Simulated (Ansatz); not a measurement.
**C₂H₅ClSi: up Jacob's ladder to CCSD(T)**

The task here is to estimate one member of a computed series from the others.

Method: functionals in def2-TZVPP, the program's frozen cores in correlated methods; program: Ansatz 0.2.0, Gaussian basis.

Plan: LDA (SPW92), PBE-D4, revPBE-D4, BLYP-D4, r2SCAN-D4, B97M-V, PBE0-D4, B3LYP-D4, r2SCANh-D4, r2SCAN0-D4, HSE06-D4, BHLYP-D4, CAM-B3LYP-D4, LC-ωPBE, ωB97X-V, ωB97M-V, B2PLYP, PBE-QIDH; CCSD(T)/def2-SVP; CCSD(T)/def2-TZVPP; MP2/def2-QZVPP; extrapolation to the limit; RPA on PBE.

**The geometry**

An earlier PBE0-D4 in a triple-zeta def2 set relaxation fixed the geometry.

SMILES `CC[Si]Cl`, 9 atoms, charge 0, spin multiplicity 1.

Atoms are counted from 1 here; the program's logs count them from 0.

Bond lengths: C1–C2 1.519 Å, C1–H5 1.093 Å, C1–H6 1.092 Å, C1–H7 1.092 Å, C2–Si3 1.893 Å, C2–H8 1.103 Å, C2–H9 1.103 Å, Si3–Cl4 2.091 Å. Angles: C2–C1–H5 111.6°, C2–C1–H6 111.2°, C2–C1–H7 111.2°, H5–C1–H6 107.9°, H5–C1–H7 107.9°, H6–C1–H7 106.8°, C1–C2–Si3 123.2°, C1–C2–H8 111.3°, C1–C2–H9 111.3°, Si3–C2–H8 103.0°, Si3–C2–H9 103.0°, H8–C2–H9 102.8°, C2–Si3–Cl4 101.5°.

The first run:

Input file in.yaml:

```yaml
crystal:
  periodic: [false, false, false]
  atoms:
    - {symbol: C, position_ang: [0.398100, 0.855407, 0.105051]}
    - {symbol: C, position_ang: [-0.690025, -0.132733, -0.277169]}
    - {symbol: Si, position_ang: [-0.498666, -2.006517, -0.090422]}
    - {symbol: Cl, position_ang: [1.433118, -2.151975, 0.697206]}
    - {symbol: H, position_ang: [0.088235, 1.886944, -0.081288]}
    - {symbol: H, position_ang: [1.313905, 0.673403, -0.460470]}
    - {symbol: H, position_ang: [0.656942, 0.769205, 1.162038]}
    - {symbol: H, position_ang: [-1.629384, 0.076623, 0.262252]}
    - {symbol: H, position_ang: [-0.983727, -0.016757, -1.334297]}
basis:
  gaussian: {orbitals: def2-TZVPP}
hamiltonian: {xc: lda}
output: {orbitals: {seedname: orbitals}}
```

Among the steps run: LDA; PBE-D4 (GGA); revPBE-D4 (GGA); BLYP-D4 (GGA); r2SCAN-D4 (meta-GGA); B97M-V (meta-GGA); PBE0-D4 (hybrid); B3LYP-D4 (hybrid); r2SCANh-D4 (hybrid); r2SCAN0-D4 (hybrid); HSE06-D4 (hybrid); BHLYP-D4 (hybrid); CAM-B3LYP-D4 (range-separated); LC-ωPBE-D4 (range-separated; the results give it without D4); ωB97X-V (range-separated); ωB97M-V (range-separated); B2PLYP (double hybrid); PBE-QIDH (double hybrid).

One of the session's tables, all rows but one given; the rest of the session is left out.

It belongs to the step «Orbital energies across the functionals». 

| functional | HOMO (eV) | LUMO (eV) | gap (eV) |
| --- | --- | --- | --- |
| LDA (SPW92) | -5.56 | -3.33 | 2.23 |
| PBE-D4 | -5.46 | -3.16 | 2.30 |
| revPBE-D4 | -5.42 | -3.09 | 2.33 |
| BLYP-D4 | -5.34 | -3.01 | 2.34 |
| r2SCAN-D4 | -5.67 | -3.06 | 2.60 |
| B97M-V | -5.75 | -2.99 | 2.76 |
| PBE0-D4 | -6.55 | -2.35 | 4.20 |
| B3LYP-D4 | -6.37 | -2.52 | 3.85 |
| r2SCANh-D4 | -6.07 | -2.76 | 3.31 |
| r2SCAN0-D4 | -6.68 | -2.30 | 4.38 |
| HSE06-D4 | -6.15 | -2.73 | 3.42 |
| BHLYP-D4 | ? | ? | ? |
| CAM-B3LYP-D4 | -7.84 | -1.25 | 6.59 |
| LC-ωPBE | -9.12 | -0.18 | 8.94 |
| ωB97X-V | -8.80 | -0.26 | 8.54 |
| ωB97M-V | -8.63 | -0.36 | 8.27 |

Q: Estimate the row for BHLYP-D4 from the others.

Worked estimate for «HOMO (eV)». Against the share of exact exchange, BLYP-D4 (0, -5.34), B3LYP-D4 (0.2, -6.37) give a slope of -5.15 per unit share; at 0.5 the line stands at -7.91.

**Answer.** HOMO (eV): -7.54; LUMO (eV): -1.42; gap (eV): 6.12. In «HOMO (eV)» the line misses by -0.37.
